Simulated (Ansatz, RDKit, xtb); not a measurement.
# C4H5BOS: which of the isomers drawn lies lowest?, part 2 of 2

A sample of isomers of C4H5BOS is drawn. Aim: find which of them has the lowest free energy at 298.15 K, then its properties. The sample is small against all isomers, and the most stable one of this formula need not be in it.

xtb, Ansatz and PySCF; isolated molecules. Earlier steps stand in the parts before.

**7. Are they minima? Harmonic frequencies**

The lowest few in one piece go on as finalists. In this search the thermal terms come from GFN2-xTB at its own nearest minimum. The first, c481a:

start.xyz reads:

```xyz
12
c481a
C     -0.790975     0.054637    -0.753589
C      0.303020     0.291375     0.030083
C      1.011693    -0.938630     0.493779
C      0.387668    -2.054974     0.015605
B     -0.855950    -1.509978    -0.849325
O     -1.707836    -2.359497    -1.480683
S      0.824086    -3.721502     0.272343
H     -2.412875    -1.893417    -1.966106
H     -1.419113     0.852160    -1.173964
H      0.669059     1.291509     0.321499
H      1.908263    -0.899246     1.131133
H     -0.196525    -4.241852    -0.468361
```

Launch:

```console
$ xtb start.xyz --gfn 2 --ohess tight
```

What it wrote, cut to the lines that bear on the results:

```text
* xtb version 6.7.1
[...]
          :  # basis functions                  39          :
[...]
          :  # electrons                        36          :
[...]
          :  Hamiltonian                  GFN2-xTB          :
[...]
          :  net charge                          0          :
          :  unpaired electrons                  0          :
[...]
   *** convergence criteria satisfied after 13 iterations ***
[...]
   *** GEOMETRY OPTIMIZATION CONVERGED AFTER 7 ITERATIONS ***
[...]
   *** convergence criteria satisfied after 3 iterations ***
[...]
         ::                     SUMMARY                     ::
         :::::::::::::::::::::::::::::::::::::::::::::::::::::
         :: total energy             -19.628637265034 Eh    ::
         :: gradient norm              0.000215023115 Eh/a0 ::
         :: HOMO-LUMO gap              1.662330326109 eV    ::
         ::.................................................::
         :: SCC energy               -19.873883981725 Eh    ::
         :: -> isotropic ES            0.047289545630 Eh    ::
         :: -> anisotropic ES          0.003603239866 Eh    ::
         :: -> anisotropic XC          0.006887802189 Eh    ::
         :: -> dispersion             -0.008915664912 Eh    ::
         :: repulsion energy           0.245246716691 Eh    ::
         :: add. restraining           0.000000000000 Eh    ::
         :: total charge              -0.000000000000 e     ::
         :::::::::::::::::::::::::::::::::::::::::::::::::::::
[...]
        18        2.0000           -0.3504786              -9.5370 (HOMO)
        19                         -0.2893890              -7.8747 (LUMO)
[...]
molecular dipole:
                 x           y           z       tot (Debye)
 q only:       -0.862       0.113      -0.608
   full:       -1.079       0.457      -0.751       3.537
molecular quadrupole (traceless):
[...]
          | TOTAL ENERGY              -19.628637265032 Eh   |
          | TOTAL ENTHALPY            -19.540136184672 Eh   |
          | TOTAL FREE ENERGY         -19.579634623605 Eh   |
          | GRADIENT NORM               0.000215167819 Eh/α |
[...]
```

Run time: 1.2 s. Hardware: 2 threads of Intel Xeon at 2.50GHz (Skylake/Cascade Lake), shared host; peak memory 0.11 GiB.

**8. Zero-point energy and free-energy terms**

As xtb prints them, at 298.15 K, with its own treatment of low modes:

```
label         SMILES     spin  lowest mode (cm⁻¹)  zero-point (kcal/mol)  G − E (kcal/mol)
c481a    OB1C=CC=C1S  singlet                 120                   50.5              30.7
c418b  OC1=CB(S)C=C1  singlet                  83                   50.6              31.0
c477a    OC1=CC=CB1S  singlet                  70                   50.1              30.2
```

**9. Last filter: a higher level**

Single points at CCSD(T)/def2-SVP + MP2/def2-TZVPP - MP2/def2-SVP on the refined geometries decide the order.

c481a, CCSD(T)/def2-SVP:

input.yaml reads:

```yaml
crystal:
  periodic: [false, false, false]
  atoms:
    - {symbol: C, position_ang: [-0.790975, 0.054637, -0.753589]}
    - {symbol: C, position_ang: [0.303020, 0.291375, 0.030083]}
    - {symbol: C, position_ang: [1.011693, -0.938630, 0.493779]}
    - {symbol: C, position_ang: [0.387668, -2.054974, 0.015605]}
    - {symbol: B, position_ang: [-0.855950, -1.509978, -0.849325]}
    - {symbol: O, position_ang: [-1.707836, -2.359497, -1.480683]}
    - {symbol: S, position_ang: [0.824086, -3.721502, 0.272343]}
    - {symbol: H, position_ang: [-2.412875, -1.893417, -1.966106]}
    - {symbol: H, position_ang: [-1.419113, 0.852160, -1.173964]}
    - {symbol: H, position_ang: [0.669059, 1.291509, 0.321499]}
    - {symbol: H, position_ang: [1.908263, -0.899246, 1.131133]}
    - {symbol: H, position_ang: [-0.196525, -4.241852, -0.468361]}
basis:
  gaussian:
    orbitals: def2-SVP
correlation:
  method: ccsd_t
  frozen_orbitals: {C: 1, B: 1, O: 1, S: 5, H: 0}
```

Launch:

```console
$ ansatz run input.yaml --threads 2 --pin off --max-ram 5220MiB --events-out events.jsonl --progress --plain --runs-dir runs
```

What it wrote, cut to the lines that bear on the results:

```text
Warning: RAYON_NUM_THREADS=2 ignored (pool sized by the plan → 2); use --threads N
Functional definition: HF
  name "HF"
[...]
1274 factors; integrals over basis functions are off by at most 1.2e-3 eV
[...]
mean field -17718.92676687 eV, -651.1585483625 hartree, gradient 3.4e-6 eV, S^2 0.000000; 1 other end points of the search recorded, 0 dependent functions left out; unrestricted orbitals would lower it
11 core orbitals not correlated: weight in the atoms' cores, before any rotation towards them, 1.000 or more for the frozen orbitals, at most 0.000 for the correlated occupied ones
reference -17718.92676687 eV, -651.1585483625 hartree; 18, 18 occupied and 98, 98 virtual orbitals, 1274 factors
second order -24.79456329 eV of doubles, -0.00000000 eV of singles
cycle   1  -25.33101998 eV  change   -5.4e-1 eV  update   1.3e-1
[...]
cycle  12  -26.21443525 eV  change   -2.4e-5 eV  update   1.6e-5
perturbative correction -1.02906026 eV, -0.0378172670 hartree
Total energy: -17746.17026238 eV, -652.1597283564 hartree
```

It took 67 s on 2 threads of Intel Xeon at 2.50GHz (Skylake/Cascade Lake), shared host; peak memory 0.83 GiB.

**10. c481a at MP2/def2-TZVPP**

Changes to input.yaml since step 9:

```diff
@@ -17,5 +17,8 @@
   gaussian:
-    orbitals: def2-SVP
+    orbitals: def2-TZVPP
+magnetization:
+  spin_polarized: false
+  initial_magnetization: 0
 correlation:
-  method: ccsd_t
+  method: mp2
   frozen_orbitals: {C: 1, B: 1, O: 1, S: 5, H: 0}
```

Launch:

```console
$ ansatz run input.yaml --threads 2 --pin off --max-ram 5220MiB --events-out events.jsonl --progress --plain --runs-dir runs
```

What it wrote:

```text
Warning: RAYON_NUM_THREADS=2 ignored (pool sized by the plan → 2); use --threads N
[... 2 set-up lines as earlier in the session ...]
  exchange = exact_x
  correlation = 0
1805 factors; integrals over basis functions are off by at most 9.4e-4 eV
mean field evaluation 1: about -17724.3093 eV, gradient 4.7e1 eV
mean field evaluation 2: about -17724.6824 eV, gradient 4.7e1 eV
mean field evaluation 4: about -17730.3658 eV, gradient 4.9e0 eV
mean field evaluation 8: about -17730.4931 eV, gradient 6.2e-1 eV
mean field evaluation 16: about -17730.4990 eV, gradient 1.7e-6 eV
mean field -17730.49899583 eV, -651.5838199330 hartree, gradient 1.9e-6 eV, S^2 0.000000; 1 other end points of the search recorded, 0 dependent functions left out; unrestricted orbitals would lower it
11 core orbitals not correlated: weight in the atoms' cores, before any rotation towards them, 1.000 or more for the frozen orbitals, at most 0.000 for the correlated occupied ones
reference -17730.49899583 eV, -651.5838199330 hartree; 18, 18 occupied and 269, 269 virtual orbitals, 1805 factors
second order -30.79279744 eV of doubles, -0.00000000 eV of singles
Total energy: -17761.29179328 eV, -652.7154343669 hartree
```

Run time: 50 s. Hardware: 2 threads of Intel Xeon at 2.50GHz (Skylake/Cascade Lake), shared host; peak memory 0.92 GiB.

**11. c418b at CCSD(T)/def2-SVP**

input.yaml reads:

```yaml
crystal:
  periodic: [false, false, false]
  atoms:
    - {symbol: C, position_ang: [-0.744123, -2.253872, -0.460240]}
    - {symbol: C, position_ang: [-0.860390, -1.166455, 0.368991]}
    - {symbol: C, position_ang: [1.011457, -0.946399, -1.316842]}
    - {symbol: C, position_ang: [0.369061, -2.128496, -1.466083]}
    - {symbol: B, position_ang: [0.263225, -0.216092, -0.104952]}
    - {symbol: O, position_ang: [-1.462514, -3.391011, -0.506062]}
    - {symbol: S, position_ang: [0.749945, 1.407372, 0.488657]}
    - {symbol: H, position_ang: [-2.147709, -3.350532, 0.190315]}
    - {symbol: H, position_ang: [-1.612835, -1.074986, 1.164845]}
    - {symbol: H, position_ang: [-0.180261, 1.529420, 1.478617]}
    - {symbol: H, position_ang: [1.860950, -0.626846, -1.937004]}
    - {symbol: H, position_ang: [0.570654, -2.932551, -2.191739]}
basis:
  gaussian: {orbitals: def2-SVP}
correlation: {method: ccsd_t, frozen_orbitals: {C: 1, B: 1, O: 1, S: 5, H: 0}}
```

Launch:

```console
$ ansatz run input.yaml --threads 2 --pin off --max-ram 5220MiB --events-out events.jsonl --progress --plain --runs-dir runs
```

What it wrote, cut to the lines that bear on the results:

```text
Warning: RAYON_NUM_THREADS=2 ignored (pool sized by the plan → 2); use --threads N
[... 2 set-up lines as earlier in the session ...]
[...]
1280 factors; integrals over basis functions are off by at most 1.1e-3 eV
[...]
mean field -17718.49479650 eV, -651.1426737441 hartree, gradient 6.4e-6 eV, S^2 0.000000; 0 other end points of the search recorded, 0 dependent functions left out; unrestricted orbitals would lower it
11 core orbitals not correlated: weight in the atoms' cores, before any rotation towards them, 1.000 or more for the frozen orbitals, at most 0.000 for the correlated occupied ones
reference -17718.49479650 eV, -651.1426737441 hartree; 18, 18 occupied and 98, 98 virtual orbitals, 1280 factors
second order -24.72347733 eV of doubles, -0.00000000 eV of singles
cycle   1  -25.28851709 eV  change   -5.7e-1 eV  update   1.3e-1
[...]
cycle  11  -26.15605287 eV  change    7.9e-6 eV  update   4.3e-5
perturbative correction -1.03161799 eV, -0.0379112621 hartree
Total energy: -17745.68246736 eV, -652.1418022201 hartree
```

Run time: 51 s. Hardware: 2 threads of Intel Xeon at 2.50GHz (Skylake/Cascade Lake), shared host; peak memory 0.83 GiB.

For c481a, c418b, c477a the log finds that unrestricted Hartree-Fock orbitals lie lower, a sign to watch the closed-shell reference there.

**12. Free energies and the winner**

Energies in kcal/mol from c481a; G adds the thermal terms to the CCSD(T)/def2-SVP + MP2/def2-TZVPP - MP2/def2-SVP energy. The columns left of the relaxed level are at the tight-binding geometries.

```
label         SMILES     spin  GFN2-xTB  HF/STO-3G  r2SCAN-D4/def2-SVP  PBE-D3(BJ)/def2-SVP  HF/def2-SVP  MP2/def2-SVP  CCSD(T)/def2-SVP + MP2/def2-TZVPP - MP2/def2-SVP     G  share at equilibrium     T1
c481a    OB1C=CC=C1S  singlet       0.0        0.0                 0.0                  0.0          0.0           0.0                                               0.0   0.0               100.0 %  0.015
c418b  OC1=CB(S)C=C1  singlet       8.7       11.9                 9.0                  8.9         10.0          11.6                                              12.2  12.4               < 0.1 %  0.016
c477a    OC1=CC=CB1S  singlet      15.5       19.6                18.7                 17.5         21.4          21.9                                              21.3  20.7               < 0.1 %  0.016
```

Lowest found: c481a, `OB1C=CC=C1S`, a singlet. Bond lengths: C1–C2 1.366 Å, C2–C3 1.493 Å, C3–C4 1.365 Å, C1–B5 1.569 Å, C4–B5 1.610 Å, B5–O6 1.359 Å, C4–S7 1.742 Å, O6–H8 0.975 Å, C1–H9 1.099 Å, C2–H10 1.104 Å, C3–H11 1.101 Å, S7–H12 1.364 Å. Some angles: C1–C2–C3 114.5°, C2–C1–B5 103.9°, C2–C3–C4 110.4°, C3–C4–B5 105.3°, C3–C4–S7 128.0°, B5–C4–S7 126.6°, C1–B5–C4 105.8°, C1–B5–O6 132.7°, C4–B5–O6 121.5°, C1–C2–H10 125.0°.

```xyz
12

C    -0.7910    0.0546   -0.7536
C     0.3030    0.2914    0.0301
C     1.0117   -0.9386    0.4938
C     0.3877   -2.0550    0.0156
B    -0.8559   -1.5100   -0.8493
O    -1.7078   -2.3595   -1.4807
S     0.8241   -3.7215    0.2723
H    -2.4129   -1.8934   -1.9661
H    -1.4191    0.8522   -1.1740
H     0.6691    1.2915    0.3215
H     1.9083   -0.8992    1.1311
H    -0.1965   -4.2419   -0.4684
```

**13. Summary of results**

This closing draws on all 2 parts.

```
                                 quantity                                                                  value
                   lowest structure found                                                   OB1C=CC=C1S, singlet
                            next finalist                      OC1=CB(S)C=C1, singlet, 12.4 kcal/mol higher in G
share at equilibrium, among the finalists                                                                100.0 %
                                   funnel  7 starts, 7 minima at GFN2-xTB, 9 screening runs, 3 relaxed, 3 ranked
                     CPU time of all runs                                                                 12 min
```

What this shows: The search ends on `OB1C=CC=C1S`. Among the finalists first place is clear (12.4 kcal/mol); structures outside the list aren't covered. GFN2-xTB, HF/STO-3G, r2SCAN-D4/def2-SVP, PBE-D3(BJ)/def2-SVP, HF/def2-SVP and MP2/def2-SVP already put its bonding pattern lowest among the structures in one piece. The largest share of the time went into the final energies (61 %). The search is not exhaustive (a finite list of starts, one conformer a finalist), so a lower isomer can't be ruled out. Only 6 drawn patterns were tried, so whole families of isomers are missing, and the result ranks this sample alone. The lowest isomer need not be the one that is made and kept in a bottle, which depends on barriers.
